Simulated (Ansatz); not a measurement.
**Cl3H3O4SiSn: basis-set convergence**

One table from this session's results is given with a row withheld; the runs are named, their logs left out.

Method: one geometry, several basis sets; program: Ansatz 0.2.0, Gaussian basis.

Plan: PBE0-D4/def2-SVP; ωB97M-V/def2-SVP; PBE0-D4/def2-QZVPP; ωB97M-V/def2-QZVPP; the functionals' def2-TZVPP values are taken from earlier runs.

### The geometry

The geometry comes from an earlier relaxation with PBE0-D4 in a triple-zeta def2 set; it is a stationary point, not always the lowest conformer. Sn takes the def2 core potential; no spin-orbit term is included.

SMILES `O[Si](O)(O)[O][Sn]([Cl])([Cl])[Cl]`, 12 atoms, charge 0, spin multiplicity 1.

Atoms are counted from 1 here; the program's logs count them from 0.

Bond lengths: O1–Si2 1.624 Å, O1–H10 0.958 Å, Si2–O3 1.633 Å, Si2–O4 1.628 Å, Si2–O5 1.633 Å, O3–H11 0.958 Å, O4–H12 0.958 Å, O5–Sn6 1.930 Å, Sn6–Cl7 2.289 Å, Sn6–Cl8 2.288 Å, Sn6–Cl9 2.289 Å. Angles: Si2–O1–H10 117.2°, O1–Si2–O3 107.8°, O1–Si2–O4 106.7°, O1–Si2–O5 114.7°, O3–Si2–O4 115.7°, O3–Si2–O5 103.1°, O4–Si2–O5 109.1°, Si2–O3–H11 118.8°, Si2–O4–H12 117.6°, Si2–O5–Sn6 125.8°, O5–Sn6–Cl7 110.2°, O5–Sn6–Cl8 112.0°, O5–Sn6–Cl9 105.3°, Cl7–Sn6–Cl8 111.3°, Cl7–Sn6–Cl9 108.7°, Cl8–Sn6–Cl9 109.1°.

The first run:

in.yaml

```yaml
crystal:
  periodic: [false, false, false]
  atoms:
    - {symbol: O, position_ang: [-2.281440, -0.379958, 0.042660]}
    - {symbol: Si, position_ang: [-0.739287, -0.669624, -0.377778]}
    - {symbol: O, position_ang: [0.018867, -1.314913, 0.917040]}
    - {symbol: O, position_ang: [-0.785716, -1.608151, -1.707426]}
    - {symbol: O, position_ang: [0.144169, 0.665554, -0.698100]}
    - {symbol: Sn, position_ang: [1.398882, 1.505514, 0.503397]}
    - {symbol: Cl, position_ang: [3.312156, 0.257752, 0.649587]}
    - {symbol: Cl, position_ang: [0.488633, 1.876462, 2.569553]}
    - {symbol: Cl, position_ang: [1.907407, 3.518049, -0.462043]}
    - {symbol: H, position_ang: [-2.927086, -0.333146, -0.663651]}
    - {symbol: H, position_ang: [-0.471684, -1.900517, 1.494671]}
    - {symbol: H, position_ang: [0.012201, -1.672121, -2.233809]}
basis:
  gaussian: {orbitals: def2-SVP}
hamiltonian: {xc: pbe0, dispersion: d4}
output: {orbitals: {seedname: orbitals}}
```

On the command line:

```console
$ ansatz run in.yaml --threads 5 --pin off --events-out ev --progress --plain --max-ram 66560MiB --backend cpu
```

Among the steps run: PBE0-D4 in def2-SVP; ωB97M-V in def2-SVP; PBE0-D4 in def2-QZVPP; ωB97M-V in def2-QZVPP.

One of the session's tables, all rows but one given; the rest of the session is left out.

It belongs to the step «Density functionals: the series». 

```
functional       basis  HOMO (eV)  LUMO (eV)
   PBE0-D4    def2-SVP      -9.14      -2.52
   PBE0-D4  def2-TZVPP      -9.37      -2.66
   PBE0-D4  def2-QZVPP      -9.42      -2.70
   ωB97M-V    def2-SVP     -11.49      -0.35
   ωB97M-V  def2-TZVPP     -11.72      -0.60
   ωB97M-V  def2-QZVPP          ?          ?
```

Q: Estimate the row for ωB97M-V, def2-QZVPP from the others.

The run gave: HOMO (eV): -11.77; LUMO (eV): -0.70. In the column «HOMO (eV)» it is the lowest.
